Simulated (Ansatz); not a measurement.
# MnPt2 (P-3m1) in Ansatz: further runs

Aim: see how the results for MnPt2 move with the level of theory and the settings. Levels: PBE+D4, RPBE+D3(BJ). Tasks: relaxation of cell and atoms.

All numbers are computed with Ansatz 0.2.0; they aren't measurements. Logs are shortened: lines on timing, memory, paths and dates and some standing lists are left out, and cuts for length are marked.

**1. The crystal as given**

It takes space group P-3m1 (No. 164, trigonal). The conventional cell has a = 2.858 Å, b = 2.858 Å, c = 6.533 Å, α = 90.00°, β = 90.00°, γ = 120.00°. Pt (site symmetry 3m) is surrounded by 3 Mn at 2.64 Å and 9 Pt at 2.86 to 2.91 Å. Mn (site symmetry -3m) is surrounded by 6 Pt at 2.64 Å and 6 Mn at 2.86 Å.

The cell comes from a database or a generator and needn't be the stable form of this composition.

**2. Relaxation of cell and atoms, PBE+D4, collinear spin, ferromagnetic start**

The input, input.yaml:

```yaml
crystal:
  lattice:
    - [2.8584044518, 0.0, 0.0]
    - [-1.4292022259, 2.4754508696, 0.0]
    - [0.0, 0.0, 6.532504]
  atoms:
    - { symbol: Pt, position: [0.6666666667, 0.3333333333, 0.316206] }
    - { symbol: Pt, position: [0.3333333333, 0.6666666667, 0.683794] }
    - { symbol: Mn, position: [0.0, 0.0, 0.0], spin: 4.0 }
hamiltonian:
  xc: pbe
  pseudopotentials: { kind: paw }
  dispersion: d4
magnetization:
  spin_polarized: true
kpoints:
  mp_grid: { grid: [11, 11, 4] }
scf:
  occupations: { method: fermi_dirac, width: 0.05 }
output:
  forces: true
  stress: true
  eigenvalues: true
  write_density: true
  write_potential: true
  elf: true
  volumetric_format: npy
relax:
  f_tol: 0.01
  max_steps: 40
  cell: { stress_tol: 0.05 }
```

Potentials or basis: Ansatz PAW.

Started as:

```bash
$ ansatz run input.yaml --threads 2 --pin off --max-ram 5632MiB --backend cpu --events-out ev --progress --plain --runs-dir out
```

Standard output:

```text
Warning: RAYON_NUM_THREADS=2 ignored (pool sized by the plan → 2); use --threads N
Engine: ansatz 0.2.0, aarch64-unknown-linux-gnu
Pseudopotentials: kind: paw
Pseudopotential: Pt, paw, valence charge 18, recommended cutoff 420 eV (normal), Pt.paw.azcp
Pseudopotential: Mn, paw, valence charge 15, recommended cutoff 420 eV (normal), Mn.paw.azcp
Functional definition: PBE
  parameter kappa = 0.804
  parameter beta = 0.06672455060314922
  exchange = pbe_x(kappa = kappa, mu = beta*pi^2/3)
  correlation = pbe_c(beta = beta)
Crystal: 3 atoms, lattice volume = 46.223 Å³
Basis set: ecut = 420 eV, 897 PW (Γ), exchange–correlation on 40×40×90 points (8 copies of the dense FFT grid, shifted against one another)
Bands: 33, of which v1, the nominal top of the filled ones, is band 26 counted from 1 (25 counted from 0)
Symmetry: 12 space group operations
Space group: P-3m1 (ITA 164), of the structure as read, at distance tolerance 3.6e-5 Å
Magnetic group: BNS 164.85 (UNI 1315), of the structure as read, at distance tolerance 3.6e-5 Å
k-points: 58 of 484
Non-local potential: Pt, projectors of the file, l = 0: 3, l = 1: 2, l = 2: 2, l = 3: 1
Non-local potential: Mn, projectors of the file, l = 0: 3, l = 1: 2, l = 2: 3, l = 3: 1
PAW form: soft (Blöchl's): semilocal exchange-correlation on the pseudo side does not see the compensation charge
PAW one-centre angular grid: Pt, 590 points (default); XC on 64 Gauss nodes
PAW one-centre angular grid: Mn, 590 points (default); XC on 64 Gauss nodes
Initial density: superposition of atomic densities (chi_scale 0.1, normalization cell, long waves kept (reshape's long-wave potential 0.20 eV rms))
Starting moments: Σ|m| = 4 μB on 1 of 3 sites
Initial wavefunctions: pseudopotential atomic-orbital guess
Functional: x = pbe(κ = 0.804, μ = 0.2195149727645171), c = pbe(β = 0.06672455060314922)
SCF iter   1: F=—  HF=-28951.179044 eV  |F-HF|=—  |Δ(HF+E_count)|=         —  Δρ=1.31e-1 (↑1.01e-1 ↓1.31e-1)  dr2=7.14e1  dr2_m=1.57e-1  M=3.442 μB ∫|m|=3.522 μB  β_m=0.30  ethr=3.10e-3  ⟨swp⟩=5.7  Hψ=13247  notcnv=0
Mixer restart at iter 1: flushing history
preconditioner: auto → Kerker (q_TF=auto, 2.773 Å⁻¹)  [metal: Δε(μ)=0.008 eV  Ē_g=7.837 eV  σ=0.050 eV  W_gap=0.04  n_scr=22 (ndim 8)  ℏωp=28.4 eV  f_vac=0.000  D(μ)=3.46/eV (n_scr^D=36)]
spin=Collinear: Kerker preconditioning applied to the charge; magnetization (m = ρ↑ − ρ↓) channel mixes plain (no charge-response kernel on spin).
SCF iter   2: F=—  HF=-28949.481392 eV  |F-HF|=—  |Δ(HF+E_count)|=    1.70e0  Δρ=6.83e-2 (↑4.62e-2 ↓6.83e-2)  dr2=2.53e1  dr2_m=1.19e-1  M=3.553 μB ∫|m|=3.644 μB  β_m=0.43  ethr=3.10e-3  ⟨swp⟩=3.0  Hψ=8218  notcnv=0  defer=125
SCF iter   3: F=—  HF=-28947.503200 eV  |F-HF|=—  |Δ(HF+E_count)|=    1.98e0  Δρ=1.98e-2 (↑1.70e-2 ↓1.98e-2)  dr2=4.01e0  dr2_m=2.04e-2  M=3.865 μB ∫|m|=3.946 μB  β_m=0.50  ethr=3.10e-3  ⟨swp⟩=2.8  Hψ=7126  notcnv=0  defer=130
SCF iter   4: F=—  HF=-28946.996853 eV  |F-HF|=—  |Δ(HF+E_count)|=   5.06e-1  Δρ=1.56e-2 (↑1.53e-2 ↓1.56e-2)  dr2=5.04e-1  dr2_m=1.18e-2  M=4.043 μB ∫|m|=4.128 μB  β_m=0.68  ethr=3.10e-3  ⟨swp⟩=2.3  Hψ=5419  notcnv=0  defer=134
SCF iter   5: F=—  HF=-28947.124657 eV  |F-HF|=—  |Δ(HF+E_count)|=   1.28e-1  Δρ=1.11e-2 (↑5.23e-3 ↓1.11e-2)  dr2=3.58e-2  dr2_m=2.41e-2  M=4.234 μB ∫|m|=4.324 μB  β_m=0.84  ethr=9.88e-4  ⟨swp⟩=2.4  Hψ=6279  notcnv=0  defer=138
SCF iter   6: F=—  HF=-28947.182496 eV  |F-HF|=—  |Δ(HF+E_count)|=         —  Δρ=1.37e-2 (↑1.37e-2 ↓7.41e-3)  dr2=1.69e-2  dr2_m=4.49e-2  M=4.529 μB ∫|m|=4.620 μB  β_m=0.84  ethr=7.02e-5  ⟨swp⟩=2.2  Hψ=7224  notcnv=0  defer=142
Mixer restart at iter 6: flushing history
[... 91 lines left out ...]
SCF iter   3: F=—  HF=-28947.211822 eV  |F-HF|=—  |Δ(HF+E_count)|=   8.71e-7  Δρ=2.97e-5 (↑2.74e-5 ↓2.97e-5)  dr2=3.04e-7  dr2_m=3.11e-8  M=4.360 μB ∫|m|=4.453 μB  β_m=0.37  ethr=6.19e-9  ⟨swp⟩=2.0  Hψ=5370  notcnv=0
SCF iter   4: F=—  HF=-28947.211823 eV  |F-HF|=—  |Δ(HF+E_count)|=   4.37e-7  Δρ=1.35e-5 (↑1.28e-5 ↓1.35e-5)  dr2=1.45e-7  dr2_m=2.06e-8  M=4.360 μB ∫|m|=4.453 μB  β_m=0.50  ethr=5.96e-10  ⟨swp⟩=2.1  Hψ=6824  notcnv=0
SCF iter   5: F=—  HF=-28947.211823 eV  |F-HF|=—  |Δ(HF+E_count)|=   4.02e-7  Δρ=9.01e-6 (↑5.48e-6 ↓9.01e-6)  dr2=4.32e-8  dr2_m=1.53e-8  M=4.360 μB ∫|m|=4.452 μB  β_m=0.75  ethr=2.85e-10  ⟨swp⟩=2.0  Hψ=5357  notcnv=0
SCF iter   6: F=—  HF=-28947.211823 eV  |F-HF|=—  |Δ(HF+E_count)|=   2.22e-7  Δρ=1.37e-5 (↑1.37e-5 ↓5.68e-6)  dr2=3.99e-8  dr2_m=3.45e-8  M=4.360 μB ∫|m|=4.452 μB  β_m=0.59  ethr=8.47e-11  ⟨swp⟩=2.0  Hψ=6630  notcnv=0
SCF iter   7: F=—  HF=-28947.211823 eV  |F-HF|=—  |Δ(HF+E_count)|=   5.57e-9  Δρ=1.43e-6 (↑1.43e-6 ↓1.25e-6)  dr2=4.50e-9  dr2_m=7.61e-11  M=4.360 μB ∫|m|=4.452 μB  β_m=0.68  ethr=7.82e-11  ⟨swp⟩=2.2  Hψ=5729  notcnv=0
SCF iter   8: F=—  HF=-28947.211823 eV  |F-HF|=—  |Δ(HF+E_count)|=   9.94e-9  Δρ=5.34e-7 (↑5.34e-7 ↓3.97e-7)  dr2=5.47e-10  dr2_m=1.31e-11  M=4.360 μB ∫|m|=4.452 μB  β_m=0.72  ethr=8.82e-12  ⟨swp⟩=2.0  Hψ=5421  notcnv=0
SCF iter   9: F=—  HF=-28947.211823 eV  |F-HF|=—  |Δ(HF+E_count)|=   1.12e-9  Δρ=1.53e-7 (↑1.53e-7 ↓1.28e-7)  dr2=3.32e-11  dr2_m=2.72e-12  M=4.360 μB ∫|m|=4.452 μB  β_m=0.86  ethr=1.07e-12  ⟨swp⟩=2.0  Hψ=5511  notcnv=0
SCF iter  10: F=—  HF=-28947.211823 eV  |F-HF|=—  |Δ(HF+E_count)|=  6.18e-11  Δρ=4.14e-8 (↑1.99e-8 ↓4.14e-8)  dr2=2.11e-12  dr2_m=1.86e-13  M=4.360 μB ∫|m|=4.452 μB  β_m=0.88  ethr=1.00e-12  ⟨swp⟩=1.1  Hψ=3863  notcnv=0
SCF iter  11: F=-28947.211823 eV  HF=-28947.211823 eV  |F-HF|=0.00e0  |Δ(HF+E_count)|=  1.82e-11  Δρ=3.55e-8 (↑2.62e-8 ↓3.55e-8)  dr2=2.73e-12  dr2_m=1.69e-14  M=4.360 μB ∫|m|=4.452 μB  ethr=1.00e-12  ⟨swp⟩=3.6  Hψ=14343  notcnv=0
SCF 6 converged in 11 iterations: F = -28947.211823 eV  dr2 = 2.73e-12
relax step   6: F+E_penalty+E_count = -28947.21182327 eV  Δ(F+E_penalty+E_count) = +8.724e-4 eV  max|allowed force component| = 1.987e-3 eV/Å  Δτ_max = 0.0000 Å  P = +0.009 GPa  Ω = 44.514 Å³  stress off target by 2.12e-2 GPa  SCF on the basis re-selected at this cell (its energy is not comparable with the rows above)  (11 SCF iters)
basis re-selected at this cell: Δ(F+E_penalty+E_count) = +8.724e-4 eV, ΔP = +0.010 GPa vs the last step (what re-selecting the basis moved, of the pressure what is left beyond the Pulay correction that the steps carried, after the strain that the cell walked since its last selection, with what the two solves' SCF thresholds leave and, on support functions, any second-order correction that the steps lacked; it is no measure of the basis error at this ecutwfc). This SCF's stress stands 2.12e-2 GPa from its target on what of the cell is left free (relax.cell.stress_tol is 5.00e-2 GPa) and its largest allowed force component is 1.99e-3 eV/Å (relax.f_tol is 1.00e-2 eV/Å): within both
SCF converged after 11 iterations
Magnetization: 4.3595 μB (27.6798 up, 23.3202 down)
Absolute magnetization: 4.4533 μB (∫|ρ↑−ρ↓|, with the PAW one-centre terms)
Spin contamination: 0.0951 ħ² per cell (⟨S²⟩ above its minimum at these occupations)
Per-site moments (μB) at R_I (Å): [(0.2920721615988683, 1.086456046673059), (0.29207216159886834, 1.0864560466730588), (3.6119328583762758, 1.0864560466730588)]
Free energy (F): -28947.211823 eV
Harris-Foulkes:  -28947.211823 eV  (|F-HF|=0.00e0)
Internal energy: -28947.188081 eV  (E = F + TS)
E sigma→0 (E₀):  -28947.199952 eV
Entropy (-TS):   -0.023742 eV (-7.914 meV/atom)
Fermi energy:    20.708682 eV
--- Per-component energies (eV) ---
  E_band       = -503.298865
  E_kinetic    = 1578.735839
  E_local      = -4842.824544  (includes V_loc(G=0)·N_el)
  E_nonlocal   = 646.533647
  E_hartree    = 1873.057801
  E_xc         = -637.242302
  E_vxc        = -751.155022  (∫ρ·V_xc dr)
  E_paw        = -20211.410165  (= ΣΔE_a)
  E_vpaw       = -880.704713  (= ΣTr[D̂ρ^β])
  E_aug_tail   = 0.000375  (compensation charges beyond the density's cutoff)
  E_ewald      = -7352.254257
  E_disp       = -1.784475  (pairwise vdW)
  E_smearing   = -0.023742  (= −TS)
  E_closure    = 0.000000  (closes the sum)
  Σ components = -28947.211823   (vs F -28947.211823, Δ=0.00e0)
--- Forces (eV/Å), atoms counted from 1 ---
  atom   1  Pt     0.00000000    -0.00000000     0.00198659
  atom   2  Pt     0.00000000     0.00000000    -0.00198659
  atom   3  Mn    -0.00000000     0.00000000     0.00000000
  max |Σ_I F_I| component: 4.34e-19 eV/Å
--- Stress (GPa, compression-positive) ---
        0.003355       0.000000       0.000000
        0.000000       0.003355       0.000000
        0.000000       0.000000       0.021225
  P = ⅓ Tr σ = 0.0093 GPa (0.093 kbar)
--- Band table (eV; the first three rows and the last of 116) ---
  k-point 0 ↑: bands = ["-77.8048", "-77.7959", "-60.1899", "-32.1178", "-31.9747", "-31.8999", "-31.8999", "-31.8807", "-31.8807", "-28.9130", "-28.8598", "-28.8598", "11.0634", "13.2944", "14.6096", "16.9829", "16.9829", "17.1407", "17.1407", "17.2559", "17.7810", "17.7810", "17.8685", "18.4477", "19.1484", "19.1484", "19.6425", "19.6425", "19.9600", "19.9600", "30.6650", "31.6429", "35.8011"]
  k-point 1 ↑: bands = ["-77.8047", "-77.7959", "-60.1899", "-32.1226", "-31.9695", "-31.9001", "-31.9001", "-31.8805", "-31.8805", "-28.9134", "-28.8598", "-28.8598", "11.3166", "12.9605", "14.4478", "16.6405", "16.9703", "16.9703", "17.1831", "17.1831", "17.8610", "17.8610", "18.0906", "19.0909", "19.0909", "19.1922", "19.1922", "19.5617", "20.3761", "20.3761", "28.2396", "33.9910", "35.4144"]
  k-point 2 ↑: bands = ["-77.8047", "-77.7959", "-60.1899", "-32.1272", "-31.9647", "-31.9002", "-31.9002", "-31.8804", "-31.8804", "-28.9138", "-28.8598", "-28.8598", "11.8133", "12.3478", "14.3223", "16.4699", "16.9432", "16.9432", "17.2629", "17.2629", "17.9266", "17.9266", "18.0534", "18.9337", "18.9337", "19.0304", "19.0304", "20.5949", "20.5949", "20.6490", "26.7548", "35.1745", "35.3720"]
  k-point 57 ↓: bands = ["-77.6003", "-77.5994", "-56.1971", "-31.9495", "-31.9321", "-31.8877", "-31.8615", "-31.7721", "-31.7588", "-25.0882", "-25.0523", "-25.0519", "15.6663", "15.6981", "16.1085", "16.4746", "16.5218", "16.7312", "17.1844", "18.1492", "18.3904", "18.7372", "21.3112", "21.8461", "21.9574", "22.0698", "23.2225", "25.5634", "25.8950", "26.0539", "26.7308", "27.9902", "28.8809"]
--- Relaxed structure (5 steps of the walk, 4 accepted, 1 SCFs on fresh bases) ---
  F+E_penalty+E_count = -28947.21182327 eV   max|allowed force component| = 1.987e-3 eV/Å   (the final SCF, on the basis selected at the relaxed cell)
  cell:  # Å, volume = 44.5137 Å³
    - [2.7994940290947583, -3.272429703756103e-33, -4.090537129695129e-34]
    - [-1.3997470145473792, 2.424432946938913, -5.124458466332185e-33]
    - [-2.804513911050768e-33, -1.4066390085114007e-32, 6.558489488533132]
  atoms:
    - { symbol: Pt, position: [0.6666666666666666, 0.3333333333333333, 0.31708338662314767] }
    - { symbol: Pt, position: [0.3333333333333333, 0.6666666666666666, 0.6829166133768524] }
    - { symbol: Mn, position: [7.176935092675371e-34, 1.296686304744525e-35, 0.0] }
```

It took 53 s on 2 threads of Arm Neoverse V1, shared host; peak memory 0.45 GiB.

What came out:

```yaml
Free_energy: -28947.2118 eV
Relaxed_volume: 14.84 Å³/atom
Relaxed_cell: a = 2.799 Å, b = 2.799 Å, c = 6.558 Å, α = 90.00°, β = 90.00°, γ = 120.00°
Space_group_after_relaxing_to_0.05_Å: P-3m1 (No. 164)
Energy_gained_by_relaxing: 13.0 meV/atom
Ionic_steps: 5
Pressure_after_relaxing: 0.0 GPa
Band_gap_on_the_k_mesh: none (metal or under the smearing width)
Net_moment: 4.36 μB per cell
Absolute_moment: 4.45 μB per cell
Site_moments: Pt +0.29; Mn +3.61 μB
```

The path:
| step | energy change (eV) | largest force (eV/Å) | volume (Å³) |
| --- | --- | --- | --- |
| 1 | 0.0000 | 0.0201 | 46.22 |
| 2 | -0.0386 | 0.0153 | 44.69 |
| 3 | -0.0397 | 0.0132 | 44.48 |
| 4 | -0.0398 | 0.0020 | 44.51 |
| 5 | -0.0389 | 0.0020 | 44.51 |

Final structure:
```
Pt Mn
1.0
     2.79949    0.00000    0.00000
    -1.39975    2.42443    0.00000
     0.00000    0.00000    6.55849
Pt Mn
2 1
Cartesian
  1.3997 0.8081 2.0796
  0.0000 1.6163 4.4789
  0.0000 0.0000 0.0000
```

Caveat: the plane-wave basis is chosen anew once the cell has moved, so the energies of steps on either side of that aren't comparable; pairwise dispersion overbinds metals, which lowers pressure and volume.

(Part 1 of 2 ends here.)
